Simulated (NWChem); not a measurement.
# One shape, several levels: InSiH3OF (SMILES [F][In][O][SiH3])

Wanted: a comparison of 6 runs (UHF/STO-3G, UHF/3-21G, UM06-2X/def2-SVP, UB3LYP/def2-SVP, UPBE0/def2-SVP, UMP2/def2-SVP) of InSiH3OF. 

The results are computed with NWChem 7.3.0.

3 further runs of the same task are left out: 3 set aside as unsound or not needed.

### Step 1. The structure to begin with

InSiH3OF has 7 atoms, charge 0, and is taken as a doublet. SMILES: `[F][In][O][SiH3]`. The shape is that of a PBE0-D4/def2-TZVP optimisation. This is one conformer, not always the lowest.

Bond lengths: F1–In2 1.963 Å, In2–O3 1.987 Å, O3–Si4 1.637 Å, Si4–H5 1.488 Å, Si4–H6 1.490 Å, Si4–H7 1.490 Å. Angles: F1–In2–O3 115.7°, In2–O3–Si4 134.9°, O3–Si4–H5 108.3°, O3–Si4–H6 111.6°, O3–Si4–H7 111.5°, H5–Si4–H6 108.7°, H5–Si4–H7 108.7°, H6–Si4–H7 107.9°.

### Step 2. Energy and forces at UHF/STO-3G (run 1)

m1.nw

```
start m1
title "FH3InOSi gradient"
memory 2200 mb
geometry units angstrom noautosym nocenter noautoz
  F     -0.133500    -2.447500     1.820600
  In    -0.761200    -2.248400    -0.028200
  O     -0.475400    -0.461700    -0.849100
  Si     0.186800     0.948700    -0.346200
  H      0.075900     1.937000    -1.452700
  H     -0.518200     1.488800     0.850500
  H      1.625500     0.783000     0.005100
end
basis spherical bse
  * library STO-3G
end
scf
  doublet
  uhf
  thresh 1e-08
  maxiter 80
  noprint "final vectors analysis"
end
task scf gradient
```

Command:

```bash
nwchem m1.nw > m1.out
```

Standard output:

```text
[...]
  functions       =    49
[...]
  wavefunction    = UHF
[...]
         Total SCF energy =  -6142.104203849416
      One electron energy =  -9391.819275673548
      Two electron energy =   2811.000873234774
 Nuclear repulsion energy =    438.714198589358
                       Sz =      0.5000
                 Sz(Sz+1) =      0.7500
                      S^2 =      0.7665
[...]
                         UHF ENERGY GRADIENTS
    atom               coordinates                        gradient
                 x          y          z           x          y          z
   1 F      -0.252278  -4.625104   3.440435    0.009593  -0.006812   0.031602
   2 In     -1.438459  -4.248860  -0.053290   -0.017346  -0.043350  -0.007765
   3 O      -0.898376  -0.872486  -1.604566    0.009695   0.052070  -0.020336
   4 Si      0.353001   1.792783  -0.654223   -0.012104  -0.024533  -0.010395
   5 H       0.143430   3.660399  -2.745205   -0.003746   0.018901  -0.025286
   6 H      -0.979256   2.813424   1.607212   -0.016319   0.009507   0.025274
   7 H       3.071750   1.479655   0.009638    0.030228  -0.005783   0.006907
[...]
```

It took 11 s on 1 thread of Intel Xeon 6975P-C (Granite Rapids), shared host; peak memory 0.096 GiB.

### Step 3. Energy and gradient at UHF/3-21G (run 2)

run.py

```python
from ase import Atoms
from ase.calculators.nwchem import NWChem

atoms = Atoms(['F', 'In', 'O', 'Si', 'H', 'H', 'H'], positions=[
    [-0.133500, -2.447500, 1.820600],
    [-0.761200, -2.248400, -0.028200],
    [-0.475400, -0.461700, -0.849100],
    [0.186800, 0.948700, -0.346200],
    [0.075900, 1.937000, -1.452700],
    [-0.518200, 1.488800, 0.850500],
    [1.625500, 0.783000, 0.005100],
])

calc = NWChem(
    label='test',
    theory='scf',
    memory='2200 mb',
    basis='3-21G',
    basispar='spherical bse',
    scf={'nopen': '1', 'uhf': None, 'thresh': '1e-08', 'maxiter': '80'},
)
atoms.calc = calc

forces = atoms.get_forces()
print(f"energy = {atoms.get_potential_energy():.6f} eV")
print("forces (eV/A):")
for s, f in zip(atoms.symbols, forces):
    print(f"{s:2s} {f[0]:10.5f} {f[1]:10.5f} {f[2]:10.5f}")
```

Command:

```bash
export ASE_NWCHEM_COMMAND="nwchem PREFIX.nwi > PREFIX.nwo"
python run.py
```

Standard output:

```text
energy = -168092.884024 eV
forces (eV/A):
F    -0.28159    0.33116   -1.04546
In    0.16800    0.24369    0.23541
O    -0.28879   -1.89259    0.90868
Si    0.17715    0.97851   -0.39091
H     0.11611    0.16666    0.15658
H     0.07549    0.07909    0.05862
H     0.03358    0.09354    0.07708
```

The calculator wrote test.nwi:

```
title "test"

permanent_dir test

scratch_dir test

start test

geometry units angstrom nocenter noautosym noautoz
  F  -1.3350000000000001e-01 -2.4474999999999998e+00 1.8206000000000000e+00
  In -7.6119999999999999e-01 -2.2484000000000002e+00 -2.8199999999999999e-02
  O  -4.7539999999999999e-01 -4.6170000000000000e-01 -8.4909999999999997e-01
  Si 1.8679999999999999e-01 9.4869999999999999e-01 -3.4620000000000001e-01
  H  7.5899999999999995e-02 1.9370000000000001e+00 -1.4527000000000001e+00
  H  -5.1819999999999999e-01 1.4887999999999999e+00 8.5050000000000003e-01
  H  1.6254999999999999e+00 7.8300000000000003e-01 5.1000000000000004e-03
end

memory 2200 mb

basis spherical bse noprint
   * library 3-21G
end

scf
  nopen 1
  uhf
  thresh 1e-08
  maxiter 80
end

task scf gradient
```

test.nwo:

```text
Northwest Computational Chemistry Package (NWChem) 7.3.0
             --------------------------------------------------------

           Job information
           ---------------

    nwchem branch   = 7.3.0
    use scalapack   = T
    input           = test.nwi
    prefix          = test.
    data base       = test/test.db
    status          = startup
    nproc           =        1

           Memory information
           ------------------

[... 5 lines left out ...]
    hardfail = no
[... 130 lines left out ...]
 1-e energy   =   -9412.102509
[... 9 lines left out ...]
 Convergence threshold     :          1.000E-08
[... 17 lines left out ...]
      One electron energy =  -9412.408053919809
[... 9 lines left out ...]
          Final alpha eigenvalues
[... 369 lines left out ...]
                     UHF Final Beta Molecular Orbital Analysis
[... 343 lines left out ...]
                 ----------------------------------------
                 |  Time  |  1-e(secs)   |  2-e(secs)   |
                 ----------------------------------------
                 |  CPU   |       0.00   |       2.52   |
                 ----------------------------------------
                 |  WALL  |       0.00   |       2.52   |
                 ----------------------------------------

 Task  times  cpu:        9.9s     wall:        9.9s
 Total times  cpu:        9.9s     wall:        9.9s
```

Run time: 11 s. Hardware: 1 thread of Intel Xeon 6975P-C (Granite Rapids), shared host; peak memory 0.097 GiB.

Runs 3 to 5 aren't shown in full; the table further down has their settings and results.

### Step 4. Energy and gradient at UMP2/def2-SVP (core potential) (run 6)

a.nw

```
start a
memory total 2200 mb
geometry units bohr noautosym nocenter noautoz
  F   -0.25227844  -4.62510469   3.44043538
  In  -1.43845953  -4.24886022  -0.05329028
  O   -0.89837580  -0.87248655  -1.60456645
  Si   0.35300084   1.79278317  -0.65422318
  H    0.14343021   3.66039950  -2.74520514
  H   -0.97925608   2.81342425   1.60721207
  H    3.07174982   1.47965556   0.00963760
end
basis spherical bse
  * library def2-SVP
end
ecp bse
  In library def2-SVP
end
scf
  nopen 1
  uhf
  thresh 1e-08
  maxiter 80
  print low
end
mp2
  freeze core 11
  tight
end
task mp2 gradient
```

Command:

```bash
nwchem a.nw > a.out
```

Standard output:

```text
[...]
  functions       =    87
[...]
  wavefunction    = UHF
[...]
         Total SCF energy =   -654.018016293201
      One electron energy =  -1456.321687259350
      Two electron energy =    564.105080113833
 Nuclear repulsion energy =    238.198590852316
                       Sz =      0.5000
                 Sz(Sz+1) =      0.7500
                      S^2 =      0.7555
[...]
          Total MP2 energy          -654.558341082637
[...]
                         mp2 ENERGY GRADIENTS
    atom               coordinates                        gradient
                 x          y          z           x          y          z
   1 F      -0.252278  -4.625105   3.440435   -0.001273  -0.000353  -0.003057
   2 In     -1.438460  -4.248860  -0.053290    0.003387   0.008996   0.001027
   3 O      -0.898376  -0.872487  -1.604566    0.004307   0.006990   0.005213
   4 Si      0.353001   1.792783  -0.654223   -0.005390  -0.014264  -0.001710
   5 H       0.143430   3.660400  -2.745205   -0.000997   0.000057  -0.002573
   6 H      -0.979256   2.813424   1.607212   -0.001240  -0.000310   0.001039
   7 H       3.071750   1.479656   0.009638    0.001205  -0.001115   0.000061
[...]
```

It took 49 s on 1 thread of Intel Xeon 6975P-C (Granite Rapids), shared host; peak memory 0.3 GiB.

### Step 5. Overview of the runs

```csv
run,level,iteration cap,module,energy (Eh),dipole moment (D),⟨S²⟩,largest force (eV/Å),wall time
1,UHF/STO-3G,80,scf,-6142.104204,2.30,0.766,2.917,11 s
2,UHF/3-21G,80,scf,-6177.299601,2.80,0.754,2.119,11 s
3,UM06-2X/def2-SVP (core potential),100,dft,-656.158238,–,0.755,0.555,86 s
4,UB3LYP/def2-SVP (core potential),100,dft,-656.395450,2.64,0.752,0.707,54 s
5,UPBE0/def2-SVP (core potential),100,dft,-656.004623,2.73,0.753,0.494,53 s
6,UMP2/def2-SVP (core potential),80,mp2,-654.558341,2.90,0.755,0.789,49 s
```

### Step 6. What came out

| quantity | value |
| --- | --- |
| run 6: total energy | -654.55834 Eh |
| run 6: dipole moment (of the density that the program reports) | 2.90 D |
| run 6: correlation energy (11 core orbitals frozen) | -540.3 mEh |
| run 6: ⟨S²⟩ of the reference determinant | 0.755 |
| run 6: largest force on an atom | 0.789 eV/Å |

Over runs 1, 2, 4, 5, 6 the dipole moment (its size) runs from 2.30 D (UHF/STO-3G) to 2.90 D (UMP2/def2-SVP). The two ends differ in method and basis and core potential. Totals of different functionals can't be ranked against each other. Some runs of one species differ in core potentials or relativity; totals across that change don't compare. In run 1 the basis is minimal, so the values are rough. In runs 1, 2 relativity is left out where basis or elements ask for it. All runs together took 4.4 min, the longest 86 s.
